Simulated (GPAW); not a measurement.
# WAu (F-43m) in GPAW: notebook

Runs on WAu. Level: PBE. Tasks: Fermi surface.

Program: GPAW 26.7.0. These are calculated values, not measurements. Logs are shortened: lines on timing, memory, paths and dates and some standing lists are left out, and cuts for length are marked. The log counts tension as positive stress, the text compression.

## (1) The crystal as given

Symmetry: F-43m, No. 216, cubic system. The conventional cell has a = 5.496 Å, b = 5.496 Å, c = 5.496 Å, α = 90.00°, β = 90.00°, γ = 90.00°. W (site symmetry -43m) is surrounded by 4 Au at 2.38 Å. Au (site symmetry -43m) has 4 W at 2.38 Å as nearest neighbours.

The cell was built by a generator and needn't be a form met in nature.

## (2) Fermi surface, PBE

Input file run.py:

```python
import json
import numpy as np
from ase.dft.bandgap import bandgap
from ase.io import read, write
from ase.units import GPa
from gpaw import GPAW, PW

atoms = read('POSCAR')

calc = GPAW(mode=PW(510),
            xc='PBE',
            kpts={'size': (8, 8, 8), 'gamma': True},
            occupations={'name': 'fermi-dirac', 'width': 0.05},
            nbands=25,
            convergence={'density': 1e-05, 'energy': 1e-05},
            maxiter=150,
            txt='gpaw.txt')
atoms.calc = calc
energy = atoms.get_potential_energy()
forces = atoms.get_forces()
stress = atoms.get_stress()
calc.write('gs.gpw')
write('result.traj', atoms)
print(f'Energy: {energy:.6f} eV')
print('Forces (eV/A):')
print(forces.round(4))
print('Stress (GPa):', (stress / GPa).round(3))
print('Fermi level:', round(calc.get_fermi_level(), 4), 'eV')
print(f'Gap: {bandgap(calc)[0]:.4f} eV, direct: {bandgap(calc, direct=True)[0]:.4f} eV')

size = (12, 12, 12)
dense = calc.fixed_density(kpts={'size': size, 'gamma': True}, update_fermi_level=True,
                           convergence={'bands': 'CBM+2.0', 'eigenstates': 1e-7}, txt='dense.txt')
ef = dense.get_fermi_level()
index = np.round(dense.get_bz_k_points() * size).astype(int) % size
recip = 2 * np.pi * atoms.cell.reciprocal()
sheets = []
for s, e_kn in enumerate(dense.eigenvalues()):
    for n in range(e_kn.shape[1] - 2):
        if e_kn[:, n].min() < ef < e_kn[:, n].max():
            e = np.empty(size)
            e[tuple(index.T)] = e_kn[dense.get_bz_to_ibz_map(), n] - ef
            de = np.array([(np.roll(e, -1, c) - np.roll(e, 1, c)) * size[c] / 2 for c in range(3)])
            v = np.linalg.norm(np.einsum('vc,cxyz->vxyz', np.linalg.inv(recip), de), axis=0)
            w = np.exp(-(e / 0.1)**2) / (0.1 * np.pi**0.5)
            sheets.append({'spin': s, 'band': n, 'filled': (e < 0).mean(), 'dos': w.mean(), 'bottom': e.min(), 'top': e.max(),
                           'velocity': (w * v).sum() / w.sum() * 1.519267e5, 'slice': e[:, :, 0].round(3).tolist()})
            print(f'spin {s} band {n}: filled share {sheets[-1]["filled"]:.3f}, from {e.min():.3f} to {e.max():.3f} eV,',
                  f'{w.mean():.3f} states/eV, mean velocity {sheets[-1]["velocity"]:.3e} m/s')
print('Fermi level on the dense mesh:', round(ef, 4), 'eV,', len(sheets), 'sheets')
json.dump({'ef': ef, 'sheets': sheets}, open('fermi.json', 'w'))
```

Input file POSCAR:

```
WAu
1.0
    0.0000000000      2.7479792600      2.7479792600
    2.7479792600      0.0000000000      2.7479792600
    2.7479792600      2.7479792600      0.0000000000
W Au
1 1
Direct
    0.0000000000      0.0000000000      0.0000000000
    0.7500000000      0.7500000000      0.7500000000
```

Potentials or basis: GPAW PAW data sets (gpaw-data 1.2.1), pw.

The run is started by

```console
$ OMP_NUM_THREADS=1 python run.py
```

gpaw.txt:

```text
__  _  _
 | _ |_)|_||  |
 |__||  | ||/\| - 26.7.0

Input parameters:
  mode=PW(ecut=510.0),
  convergence={'density': 1e-05, 'energy': 1e-05},
  kpts=MonkhorstPack(size=(8, 8, 8), gamma=True),
  maxiter=150,
  nbands=25,
  occupations=Occupations(name='fermi-dirac', width=0.05),
  xc=XC(name='PBE')

Diagonalizing LCAO Hamiltonian
Converting LCAO to pw mode

                    Au

       W

Atoms  # Å, Bohr magnetons
|   | symbol |        x |        y |        z |    initial magnetic moments |
|---|--------|----------|----------|----------|-----------------------------|
| 0 |      W | 0.000000 | 0.000000 | 0.000000 | ( 0.0000,  0.0000,  0.0000) |
| 1 |     Au | 4.121969 | 4.121969 | 4.121969 | ( 0.0000,  0.0000,  0.0000) |

Unit cell  # Å
| periodic |        x |        y |        z |  lengths |    angles |
|----------|----------|----------|----------|----------|-----------|
|      yes | 0.000000 | 2.747979 | 2.747979 | 3.886230 | 60.000000 |
|      yes | 2.747979 | 0.000000 | 2.747979 | 3.886230 | 60.000000 |
|      yes | 2.747979 | 2.747979 | 0.000000 | 3.886230 | 60.000000 |

Number of symmetries: 24
Symmetry operations  # r_c * U_cc + t_c -> r_c
|    | kind |            matrix            |
|----|------|------------------------------|
|  0 |  E   |  1, 0, 0,  0, 1, 0,  0, 0, 1 |
|  1 |  σ   |  1, 0, 0,  0, 0, 1,  0, 1, 0 |
|  2 |  σ   |  1, 0,-1,  0, 1,-1,  0, 0,-1 |
|  3 |  C3  |  1, 0,-1,  0, 0,-1,  0, 1,-1 |
|  4 |  C3  |  1,-1, 0,  0,-1, 1,  0,-1, 0 |
|  5 |  σ   |  1,-1, 0,  0,-1, 0,  0,-1, 1 |
|  6 |  σ   |  0, 1, 0,  1, 0, 0,  0, 0, 1 |
|  7 |  C3  |  0, 1, 0,  0, 0, 1,  1, 0, 0 |
|  8 |  C2  |  0, 1,-1,  1, 0,-1,  0, 0,-1 |
|  9 |  S4  |  0, 1,-1,  0, 0,-1,  1, 0,-1 |
| 10 |  C3  |  0, 0, 1,  1, 0, 0,  0, 1, 0 |
| 11 |  σ   |  0, 0, 1,  0, 1, 0,  1, 0, 0 |
| 12 |  S4  |  0, 0,-1,  1, 0,-1,  0, 1,-1 |
| 13 |  C3  |  0, 0,-1,  0, 1,-1,  1, 0,-1 |
| 14 |  S4  |  0,-1, 1,  1,-1, 0,  0,-1, 0 |
| 15 |  C2  |  0,-1, 1,  0,-1, 0,  1,-1, 0 |
| 16 |  C3  |  0,-1, 0,  1,-1, 0,  0,-1, 1 |
| 17 |  S4  |  0,-1, 0,  0,-1, 1,  1,-1, 0 |
| 18 |  S4  | -1, 1, 0, -1, 0, 1, -1, 0, 0 |
| 19 |  C3  | -1, 1, 0, -1, 0, 0, -1, 0, 1 |
| 20 |  C3  | -1, 0, 1, -1, 1, 0, -1, 0, 0 |
| 21 |  S4  | -1, 0, 1, -1, 0, 0, -1, 1, 0 |
| 22 |  σ   | -1, 0, 0, -1, 1, 0, -1, 0, 1 |
| 23 |  C2  | -1, 0, 0, -1, 0, 1, -1, 1, 0 |

BZ-sampling:
  Number of BZ points: 512
  Number of IBZ points: 29

  Monkhorst-Pack size: [8, 8, 8]
  Monkhorst-Pack shift: [0.0625, 0.0625, 0.0625]

K-points  # in reciprocal-cell coordinates
|     |                                coordinates |     weight |
|-----|--------------------------------------------|------------|
|   0 | (  0.00000000,   0.00000000,   0.00000000) | 0.00195312 |
|   1 | (  0.12500000,   0.12500000,   0.00000000) | 0.01171875 |
|   2 | (  0.12500000,   0.12500000,   0.12500000) | 0.01562500 |
|   3 | (  0.25000000,   0.12500000,   0.12500000) | 0.02343750 |
|   4 | (  0.25000000,   0.25000000,   0.00000000) | 0.01171875 |
|   5 | (  0.25000000,   0.25000000,   0.12500000) | 0.04687500 |
|   6 | (  0.25000000,   0.25000000,   0.25000000) | 0.01562500 |
|   7 | (  0.37500000,   0.25000000,  -0.37500000) | 0.04687500 |
|   8 | (  0.37500000,   0.25000000,   0.12500000) | 0.04687500 |
|   9 | (  0.37500000,   0.25000000,   0.25000000) | 0.04687500 |
| ... |                                            |            |
|  28 | (  0.50000000,   0.50000000,   0.50000000) | 0.00781250 |

Plane wave coefficients: 1106
Cutoff: 510.0 eV

Spin-components: 1 (collinear spins)
Bands:           25
Projectors:      12
Spin-degeneracy: 2
Datatype:        complex128

Parallelization:
  kpt:    1
  domain: 1
  band:   1

Density:
  Valence electrons: 25.0
  Components: 1
  Grid points: [21 21 21]
  Charge: 0.0  # |e|

Potential:
  Grid points: [21 21 21]

species:
  W:
    name:    Tungsten
    Z:       74.0
    valence: 14
    core:    60
    charge:  0.0  # [|e|]
    compensation charges:
      type: gauss
      rc: 0.40  # [Å]
      lmax: 2
    cutoffs:
      filter: 2.36  # [Å]
      core: 3.02  # [Å]
    projectors
    | kind |    occ | energy [eV] | rcut [Å] |
    |------|--------|-------------|----------|
    |   5s |  2.000 |     -78.830 |    1.344 |
    |   6s |  2.000 |      -5.697 |    1.344 |
    |   5p |  6.000 |     -43.233 |    1.355 |
    |   6p |  0.000 |      -1.367 |    1.355 |
    |   5d |  4.000 |      -4.494 |    1.228 |
    |    d |        |      22.717 |    1.228 |

    Using partial waves for W as LCAO basis

  Au:
    name:    Gold
    Z:       79.0
    valence: 11
    core:    68
    charge:  0.0  # [|e|]
    compensation charges:
      type: gauss
      rc: 0.42  # [Å]
      lmax: 2
    cutoffs:
      filter: 2.33  # [Å]
      core: 2.81  # [Å]
    projectors
    | kind |    occ | energy [eV] | rcut [Å] |
    |------|--------|-------------|----------|
    |   6s |  1.000 |      -5.728 |    1.323 |
    |   6p |  0.000 |      -0.775 |    1.323 |
    |   5d | 10.000 |      -6.891 |    1.323 |
    |    s |        |      21.484 |    1.323 |
    |    p |        |      26.436 |    1.323 |
    |    d |        |      20.321 |    1.323 |

    Using partial waves for Au as LCAO basis

Reference energy: -955369.942764  # eV

eigensolver:
  PPCG
  Converge bands: occupied
  niter=2

density mixing:
  MSR1-Mixer
  Pratt-step length: 0.05
  Maximum mixing coefficient: 0.75
  Old densities: 10
  SVD Regularization: 0.005
  Good broyden scale: 1.0
  Trust region scale: 1.0
  Backstep threshold: 4.0
  History deletion threshold: 6.0
  Fourier metric: weight=20.0, sigma=0.015

occupation numbers:
  Fermi-Dirac:
    width: 0.0500  # eV

poisson solver:
  ecut: 4080.0  # eV

xc functional:
  name: PBE with 2 nearest neighbor stencil

convergence criteria:
[... 6 lines left out ...]
|iter     | |      energy | eigst |  dens |
|---------|-|-------------|-------|-------|
|iter:   1| |  -12.136902 | -0.09 |       |
|iter:   2| |  -11.422806 | -2.26 | -0.96 |
|iter:   3| |  -10.219315 | -1.70 | -1.05 |
|iter:   4| |  -10.119862 | -2.69 | -1.49 |
|iter:   5| |  -10.101447 | -3.37 | -1.86 |
|iter:   6| |  -10.100289 | -4.04 | -2.41 |
|iter:   7| |  -10.100348 | -5.21 | -3.11 |
|iter:   8| |  -10.100360c| -5.97 | -3.63 |
|iter:   9| |  -10.100360c| -8.33c| -4.44 |
|iter:  10| |  -10.100360c| -7.57c| -4.70 |
|iter:  11| |  -10.100360c| -8.39c| -5.52c|

Converged in 11 steps
Energy contributions relative to reference atoms: (reference = -955369.942764)

Energy contributions:
  Kinetic:          19.576841
  Coulomb:         -19.349608
  Zero:              0.291666
  External:          0.000000
  Xc:              -10.611288
  Entropy:          -0.015942
  Spinorbit:         0.000000
  ----------------------------
  Free energy:     -10.108331
  Extrapolated:    -10.100360

dipole moment: (-15.728477, -15.728477, -15.728477)  # |e|*Ang

Fermi level: 9.046
Eigenvalues  # (at kpt = [0.000, 0.000, 0.000])
| band index |      eig [eV] | occ [0-2] |
|------------|---------------|-----------|
|          0 |       -64.808 |     2.000 |
|        ... |               |           |
|          5 |         2.340 |     2.000 |
|          6 |         2.340 |     2.000 |
|          7 |         2.714 |     2.000 |
|          8 |         2.714 |     2.000 |
|          9 |         2.714 |     2.000 |
|         10 |         8.185 |     2.000 |
[... 8 lines left out ...]
|         19 |        21.205 |     0.000 |
|         20 |        23.342 |     0.000 |
|        ... |               |           |
|         24 |        24.429 |     0.000 |

No gap
No difference between direct/indirect transitions

Forces  # eV/Ang
|        x |        y |        z |
|----------|----------|----------|
| -0.00000 | -0.00000 | -0.00000 |  # W    0
| -0.00000 |  0.00000 | -0.00000 |  # Au   1

Stress tensor  # eV/Ang^3
|         x |         y |         z |
|-----------|-----------|-----------|
| -0.213639 | -0.000000 |  0.000000 |
| -0.000000 | -0.213639 |  0.000000 |
|  0.000000 |  0.000000 | -0.213639 |

# Writing to gs.gpw (mode='')
```

Wall time 38 s (1 thread of Arm Neoverse V2, shared host); peak memory 0.23 GiB.

Results:

```
Free energy            : -10.1083 eV
Pressure               : 34.2 GPa
Band gap on the k mesh : none (metal or under the smearing width)
```

Caveat: with this Au data set, volumes or pressures lay over 1.5 % or 2 GPa off other programs in two to four cells of ten; the cutoff is short for stress and forces, so pressures can be off by a GPa or more. Spin-orbit coupling is left out, which matters for the levels of Au, W.

## (3) Fermi surface, PBE

This run uses another cell than the first one, of 19.71 Å³/atom, 0.950 times its volume.

run.py is that of step 2.

Input file POSCAR:

```
WAu
1.0
    0.0000000000      2.7013943408      2.7013943408
    2.7013943408      0.0000000000      2.7013943408
    2.7013943408      2.7013943408      0.0000000000
W Au
1 1
Direct
    0.0000000000      0.0000000000      0.0000000000
    0.7500000000      0.7500000000      0.7500000000
```

Potentials or basis: GPAW PAW data sets (gpaw-data 1.2.1), pw.

The run is started by

```console
$ OMP_NUM_THREADS=1 python run.py
```

gpaw.txt:

```text
__  _  _
 | _ |_)|_||  |
 |__||  | ||/\| - 26.7.0

Input parameters:
  mode=PW(ecut=510.0),
  convergence={'density': 1e-05, 'energy': 1e-05},
  kpts=MonkhorstPack(size=(8, 8, 8), gamma=True),
  maxiter=150,
  nbands=25,
  occupations=Occupations(name='fermi-dirac', width=0.05),
  xc=XC(name='PBE')

Diagonalizing LCAO Hamiltonian
Converting LCAO to pw mode

                    Au

       W

Atoms  # Å, Bohr magnetons
|   | symbol |        x |        y |        z |    initial magnetic moments |
|---|--------|----------|----------|----------|-----------------------------|
| 0 |      W | 0.000000 | 0.000000 | 0.000000 | ( 0.0000,  0.0000,  0.0000) |
| 1 |     Au | 4.052092 | 4.052092 | 4.052092 | ( 0.0000,  0.0000,  0.0000) |

Unit cell  # Å
| periodic |        x |        y |        z |  lengths |    angles |
|----------|----------|----------|----------|----------|-----------|
|      yes | 0.000000 | 2.701394 | 2.701394 | 3.820349 | 60.000000 |
|      yes | 2.701394 | 0.000000 | 2.701394 | 3.820349 | 60.000000 |
|      yes | 2.701394 | 2.701394 | 0.000000 | 3.820349 | 60.000000 |

Number of symmetries: 24
Symmetry operations  # r_c * U_cc + t_c -> r_c
|    | kind |            matrix            |
|----|------|------------------------------|
|  0 |  E   |  1, 0, 0,  0, 1, 0,  0, 0, 1 |
|  1 |  σ   |  1, 0, 0,  0, 0, 1,  0, 1, 0 |
|  2 |  σ   |  1, 0,-1,  0, 1,-1,  0, 0,-1 |
|  3 |  C3  |  1, 0,-1,  0, 0,-1,  0, 1,-1 |
|  4 |  C3  |  1,-1, 0,  0,-1, 1,  0,-1, 0 |
|  5 |  σ   |  1,-1, 0,  0,-1, 0,  0,-1, 1 |
|  6 |  σ   |  0, 1, 0,  1, 0, 0,  0, 0, 1 |
|  7 |  C3  |  0, 1, 0,  0, 0, 1,  1, 0, 0 |
|  8 |  C2  |  0, 1,-1,  1, 0,-1,  0, 0,-1 |
|  9 |  S4  |  0, 1,-1,  0, 0,-1,  1, 0,-1 |
[... 148 lines left out ...]
|iter     | |      energy | eigst |  dens |
|---------|-|-------------|-------|-------|
|iter:   1| |  -11.678823 | -0.07 |       |
|iter:   2| |  -10.948415 | -2.26 | -0.96 |
|iter:   3| |   -9.677333 | -1.70 | -1.05 |
|iter:   4| |   -9.579406 | -2.74 | -1.50 |
|iter:   5| |   -9.558238 | -3.31 | -1.86 |
|iter:   6| |   -9.556903 | -3.97 | -2.41 |
|iter:   7| |   -9.556977 | -5.10 | -3.12 |
|iter:   8| |   -9.556995c| -5.76 | -3.59 |
|iter:   9| |   -9.556995c| -8.24c| -4.38 |
|iter:  10| |   -9.556995c| -7.45c| -4.63 |
|iter:  11| |   -9.556995c| -8.30c| -5.46c|

Converged in 11 steps
Energy contributions relative to reference atoms: (reference = -955369.942764)

Energy contributions:
  Kinetic:          36.946399
  Coulomb:         -34.277090
  Zero:              0.294048
  External:          0.000000
  Xc:              -12.512768
  Entropy:          -0.015167
  Spinorbit:         0.000000
  ----------------------------
  Free energy:      -9.564578
  Extrapolated:     -9.556995

dipole moment: (-15.265990, -15.265990, -15.265990)  # |e|*Ang

Fermi level: 9.785
Eigenvalues  # (at kpt = [0.000, 0.000, 0.000])
| band index |      eig [eV] | occ [0-2] |
|------------|---------------|-----------|
|          0 |       -63.985 |     2.000 |
|        ... |               |           |
|          5 |         2.749 |     2.000 |
|          6 |         2.749 |     2.000 |
|          7 |         3.229 |     2.000 |
|          8 |         3.229 |     2.000 |
|          9 |         3.229 |     2.000 |
|         10 |         8.885 |     2.000 |
[... 8 lines left out ...]
|         19 |        22.193 |     0.000 |
|         20 |        24.858 |     0.000 |
|        ... |               |           |
|         24 |        25.841 |     0.000 |

No gap
No difference between direct/indirect transitions

Forces  # eV/Ang
|        x |        y |        z |
|----------|----------|----------|
|  0.00000 | -0.00000 | -0.00000 |  # W    0
| -0.00000 | -0.00000 | -0.00000 |  # Au   1

Stress tensor  # eV/Ang^3
|         x |         y |         z |
|-----------|-----------|-----------|
| -0.312049 |  0.000000 | -0.000000 |
|  0.000000 | -0.312049 | -0.000000 |
| -0.000000 | -0.000000 | -0.312049 |

# Writing to gs.gpw (mode='')
```

Run time: 25 s. Hardware: 1 thread of Arm Neoverse V2, shared host; peak memory 0.22 GiB.

Results:

| Quantity | Value |
| --- | --- |
| Free energy | -9.5646 eV |
| Pressure | 50.0 GPa |
| Band gap on the k mesh | none (metal or under the smearing width) |

Caveat: with this Au data set, volumes or pressures lay over 1.5 % or 2 GPa off other programs in two to four cells of ten; the cutoff is short for stress and forces, so pressures can be off by a GPa or more. Spin-orbit coupling is left out, which matters for the levels of Au, W.

(Part 1 of 2 ends here.)
